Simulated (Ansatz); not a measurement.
# C3H12BN: the cost of one run

Program: Ansatz 0.2.0, Gaussian basis. Level of theory: the settings change from run to run. These are calculated values, not measurements.

## Step 1: The geometry

An earlier PBE0-D4 in a triple-zeta def2 set relaxation fixed the geometry.

SMILES `C[B-](C)(C)[NH3+]`, 17 atoms, charge 0, spin multiplicity 1.

Atoms are counted from 1 here; the program's logs count them from 0.

Bond lengths: C1–B2 1.616 Å, C1–H6 1.099 Å, C1–H7 1.095 Å, C1–H8 1.099 Å, B2–C3 1.616 Å, B2–C4 1.616 Å, B2–N5 1.672 Å, C3–H9 1.099 Å, C3–H10 1.099 Å, C3–H11 1.095 Å, C4–H12 1.099 Å, C4–H13 1.095 Å, C4–H14 1.099 Å, N5–H15 1.016 Å, N5–H16 1.016 Å, N5–H17 1.016 Å. Angles: B2–C1–H6 113.5°, B2–C1–H7 110.0°, B2–C1–H8 113.5°, H6–C1–H7 106.0°, H6–C1–H8 107.2°, H7–C1–H8 106.0°, C1–B2–C3 113.9°, C1–B2–C4 113.9°, C1–B2–N5 104.6°, C3–B2–C4 113.9°, C3–B2–N5 104.6°, C4–B2–N5 104.6°, B2–C3–H9 113.5°, B2–C3–H10 113.5°, B2–C3–H11 110.0°, H9–C3–H10 107.2°, H9–C3–H11 106.0°, H10–C3–H11 106.0° and more.

## Step 2: MP2/cc-pVTZ

Options: correlated electrons set to all.

Input file in.yaml:

```yaml
crystal:
  periodic: [false, false, false]
  atoms:
    - {symbol: C, position_ang: [-0.656532, 0.249543, -1.485578]}
    - {symbol: B, position_ang: [0.064301, -0.037220, -0.067941]}
    - {symbol: C, position_ang: [1.424934, 0.805249, 0.156666]}
    - {symbol: C, position_ang: [0.199303, -1.606860, 0.291955]}
    - {symbol: N, position_ang: [-0.997911, 0.566561, 1.074086]}
    - {symbol: H, position_ang: [-0.824765, 1.316898, -1.683751]}
    - {symbol: H, position_ang: [-0.028782, -0.114651, -2.305412]}
    - {symbol: H, position_ang: [-1.624210, -0.258617, -1.595951]}
    - {symbol: H, position_ang: [1.862281, 0.673225, 1.155716]}
    - {symbol: H, position_ang: [1.303709, 1.884962, -0.005641]}
    - {symbol: H, position_ang: [2.190451, 0.476982, -0.554010]}
    - {symbol: H, position_ang: [0.610422, -1.793068, 1.293505]}
    - {symbol: H, position_ang: [0.882645, -2.094905, -0.410679]}
    - {symbol: H, position_ang: [-0.749813, -2.155644, 0.222360]}
    - {symbol: H, position_ang: [-1.149537, 1.560546, 0.931159]}
    - {symbol: H, position_ang: [-1.895242, 0.094946, 1.012412]}
    - {symbol: H, position_ang: [-0.630254, 0.431451, 2.011103]}
basis:
  gaussian: {orbitals: cc-pVTZ}
hamiltonian: {xc: {name: HF}}
correlation: {method: mp2, electrons: all}
```

Started as:

```bash
> ansatz run in.yaml --threads 4 --pin off --events-out ev --progress --plain --max-ram 11315MiB
```

**Question.** How long does this run take on 4 threads of AMD EPYC 7R43, shared host, and how much memory does it need?

About 12 s, with a peak of 0.99 GiB.
